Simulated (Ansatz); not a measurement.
# LiCd₃, space group Fm-3m: a phonon calculation by linear response

Program: Ansatz 0.2.0, Python API.

Run as a notebook:

**Cell 1**
```python
from pathlib import Path

import ansatz as az
import numpy as np

lattice = az.Lattice.of(
    [0.0, 3.39671096, 3.39671096],
    [3.39671096, 0.0, 3.39671096],
    [3.39671096, 3.39671096, 0.0],
)
sites = [
    ("Li", [0.0, 0.0, 0.0]),
    ("Cd", [0.25, 0.25, 0.25]),
    ("Cd", [0.75, 0.75, 0.75]),
    ("Cd", [0.5, 0.5, 0.5]),
]
crystal = az.Crystal(lattice=lattice)
for symbol, position in sites:
    crystal = crystal.atom(symbol, position)
```

**Cell 2**
```python
job = (
    crystal.calculation()
    .functional(az.Functional.PBESOL)
    .occupations("fermi_dirac")
    .scf(tolerance=1e-07)
    .kpoints(8, 8, 8)
    .phonons("dfpt", points=[(0, 0, 0), (0.5, 0, 0)])
)
res = job.run(threads=1, runs_dir="runs")
ph = res.phonons

for q in ph.qpoints:
    thz = np.asarray(q.omega_inv_cm) / 33.35641
    print("q = ({:.2f}, {:.2f}, {:.2f})".format(*q.q_frac), np.round(thz, 2) + 0.0, "THz")
```
Output:
```text
DeckWarning: basis.ecutwfc = 420 eV, auto-derived from the records' recommended cutoffs: set by Li (normal level)
q = (0.00, 0.00, 0.00) [0.   0.   0.   2.44 2.44 2.44 3.34 3.34 3.34 7.5  7.5  7.5 ] THz
q = (0.50, 0.00, 0.00) [0.85 0.85 1.79 1.79 1.95 2.53 3.45 3.63 3.63 7.64 7.64 7.96] THz
```

The cell isn't relaxed first, so the values belong to this volume. The mesh is modest for a metal, so energies can be off by several to tens of meV an atom and pressures by half a GPa or more; differences at equal mesh fare better. The structure comes from a database of computed cells and needn't be a stable or known phase. Warnings are shown shortened and without file and line. The structure is taken as given; imaginary modes can come from an unrelaxed or unstable start. Phonons of metals also depend on mesh and smearing. Hardware and time: 4.9 min on 1 thread of Arm Neoverse V1, with other jobs on the host, peak memory 1.3 GiB.
